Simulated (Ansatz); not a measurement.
# ZrSi3O8: the cost of one run

Program: Ansatz 0.2.0. PAW datasets, plane waves. These are computed values for a spin-unpolarised cell that may be hypothetical; none is a measurement.

**1. Starting point**

The cell was relaxed beforehand with r2SCAN.

It is orthorhombic, Pmm2 (No. 25); a = 3.470 Å, b = 5.814 Å, c = 5.746 Å in the conventional setting, 9.66 Å³ an atom. Around Si lie 6 O at 1.64–2.04 Å; around Si lie 5 O at 1.66–2.01 Å; around O lie 2 Si at 1.66 Å; around O lie 2 Si at 1.80 Å; around O lie 3 Si at 1.83–2.04 Å.

The structure in full:

```
Si O Zr
1.0
     3.46970    0.00000    0.00000
     0.00000    5.81364    0.00000
     0.00000    0.00000    5.74628
Si O Zr
3 8 1
Direct
  0.00000 0.00000 0.07890
  0.50000 0.24743 0.44188
  0.50000 0.75257 0.44188
  0.50000 0.00000 0.58564
  0.50000 0.00000 0.16298
  0.00000 0.23434 0.34306
  0.00000 0.20541 0.88382
  0.50000 0.50000 0.60935
  0.50000 0.50000 0.20361
  0.00000 0.76566 0.34306
  0.00000 0.79459 0.88382
  0.00000 0.50000 0.02200
```

**2. Band structure with PBE**

input.yaml

```yaml
crystal:
  lattice:
    - [3.4697024656, 0.0, 0.0]
    - [0.0, 5.813642782, 0.0]
    - [0.0, 0.0, 5.7462848018]
  atoms:
    - { symbol: Si, position: [0.0, 0.0, 0.0788971749] }
    - { symbol: Si, position: [0.5, 0.2474282254, 0.4418811448] }
    - { symbol: O, position: [0.5, 0.0, 0.5856404572] }
    - { symbol: O, position: [0.5, 0.0, 0.1629772796] }
    - { symbol: O, position: [0.0, 0.234339678, 0.3430558725] }
    - { symbol: O, position: [0.0, 0.2054119249, 0.8838223534] }
    - { symbol: Zr, position: [0.0, 0.5, 0.0220011094] }
    - { symbol: Si, position: [0.5, 0.7525717746, 0.4418811448] }
    - { symbol: O, position: [0.5, 0.5, 0.6093523415] }
    - { symbol: O, position: [0.5, 0.5, 0.2036128958] }
    - { symbol: O, position: [0.0, 0.765660322, 0.3430558725] }
    - { symbol: O, position: [0.0, 0.7945880751, 0.8838223534] }
kpoints:
  mp_grid: { grid: [8, 4, 4] }
  band_path:
    path:
      - [[0.0, 0.0, 0.0], [0.5, 3.810026123551e-34, 1.685196926447e-34], [0.5, 0.5, -5.083168475074e-18], [1.184658564142e-50, 0.5, -5.083168475074e-18], [0.0, 0.0, 0.0], [6.304396482378e-53, 6.53360546922e-34, 0.5], [0.5, 1.143794580039e-33, 0.5], [0.5, 0.5, 0.5], [1.027225313281e-50, 0.5, 0.5], [6.304396482378e-53, 6.53360546922e-34, 0.5]]
      - [[0.5, 3.810026123551e-34, 1.685196926447e-34], [0.5, 1.143794580039e-33, 0.5]]
      - [[1.184658564142e-50, 0.5, -5.083168475074e-18], [1.027225313281e-50, 0.5, 0.5]]
      - [[0.5, 0.5, -5.083168475074e-18], [0.5, 0.5, 0.5]]
    npoints: 10
hamiltonian:
  xc: pbe
scf:
  occupations: { method: fermi_dirac, width: 0.02 }
  n_extra_bands: 7
output:
  forces: true
  stress: true
  eigenvalues: true
  write_density: true
  write_potential: true
  elf: true
  volumetric_format: npy
```

**Question.** How long does this run take on 1 × NVIDIA H100 80GB HBM3 with 2 threads of AMD EPYC 7R13 (Zen 3), shared host, and how much memory does it need?

About 9.8 s, with a peak of 1.2 GiB on the host.
